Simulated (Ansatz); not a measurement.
# CH2F2SSi: basis-set convergence

Aim: see how fast density functionals converge with the basis set for CH2F2SSi.

Computed with Ansatz 0.2.0, Gaussian basis. Level: one geometry, several basis sets.

The runs, in order: PBE0-D4/def2-SVP; ωB97M-V/def2-SVP; PBE0-D4/def2-QZVPP; ωB97M-V/def2-QZVPP; the functionals' def2-TZVPP values are taken from earlier runs.

### Step 1. The geometry

An earlier PBE0-D4 in a triple-zeta def2 set relaxation fixed the geometry.

7 atoms, charge 0, spin multiplicity 1.

Atoms are counted from 1 here; the program's logs count them from 0.

Bond lengths: F1–Si2 1.576 Å, Si2–F3 1.576 Å, Si2–C4 1.804 Å, Si2–S5 2.040 Å, C4–S5 1.927 Å, C4–H6 1.086 Å, C4–H7 1.086 Å. Angles: F1–Si2–F3 105.5°, F1–Si2–C4 121.6°, F1–Si2–S5 121.7°, F3–Si2–C4 121.6°, F3–Si2–S5 121.7°, C4–Si2–S5 59.8°, Si2–C4–S5 66.2°, Si2–C4–H6 121.3°, Si2–C4–H7 121.3°, S5–C4–H6 111.6°, S5–C4–H7 111.6°, H6–C4–H7 113.6°, Si2–S5–C4 54.0°.

Coordinates:

```csv
atom,x (Å),y (Å),z (Å)
F1,-0.21799,-2.14057,0.24875
Si2,0.44685,-0.71366,0.16643
F3,1.64914,-0.74871,1.18533
C4,-0.53953,0.77612,-0.08136
S5,0.56361,0.31330,-1.59268
H6,-0.24473,1.72650,0.35286
H7,-1.59595,0.71912,-0.32512
```

### Step 2. PBE0-D4 in def2-SVP

in.yaml

```yaml
crystal:
  periodic: [false, false, false]
  atoms:
    - {symbol: F, position_ang: [-0.217994, -2.140569, 0.248751]}
    - {symbol: Si, position_ang: [0.446852, -0.713657, 0.166427]}
    - {symbol: F, position_ang: [1.649141, -0.748713, 1.185327]}
    - {symbol: C, position_ang: [-0.539526, 0.776117, -0.081362]}
    - {symbol: S, position_ang: [0.563607, 0.313302, -1.592685]}
    - {symbol: H, position_ang: [-0.244732, 1.726499, 0.352861]}
    - {symbol: H, position_ang: [-1.595949, 0.719120, -0.325120]}
basis:
  gaussian: {orbitals: def2-SVP}
hamiltonian: {xc: pbe0, dispersion: d4}
output: {orbitals: {seedname: orbitals}}
```

Launch:

```
$ ansatz run in.yaml --threads 2 --pin off --events-out ev --progress --plain --max-ram 4352MiB
```

Further steps of the session: ωB97M-V in def2-SVP; PBE0-D4 in def2-QZVPP; ωB97M-V in def2-QZVPP.

Before running them: what should the planned runs give, taken together? Wanted: PBE0-D4: double and triple zeta above quadruple; ωB97M-V: double and triple zeta above quadruple.

**Answer**, as computed:

| quantity | value |
| --- | --- |
| PBE0-D4: double and triple zeta above quadruple | 15.99, 0.96 eV |
| ωB97M-V: double and triple zeta above quadruple | 16.05, 0.90 eV |

**Reading.** For PBE0-D4 the step from double to triple zeta gains 15.03 eV and the next only 0.96 eV. These are total energies; as a rule much of such shifts cancels in differences, which this series doesn't test. The LUMO of ωB97M-V is positive and keeps falling with the basis (1.78 to 0.91 eV): an unbound level that the basis holds in place.
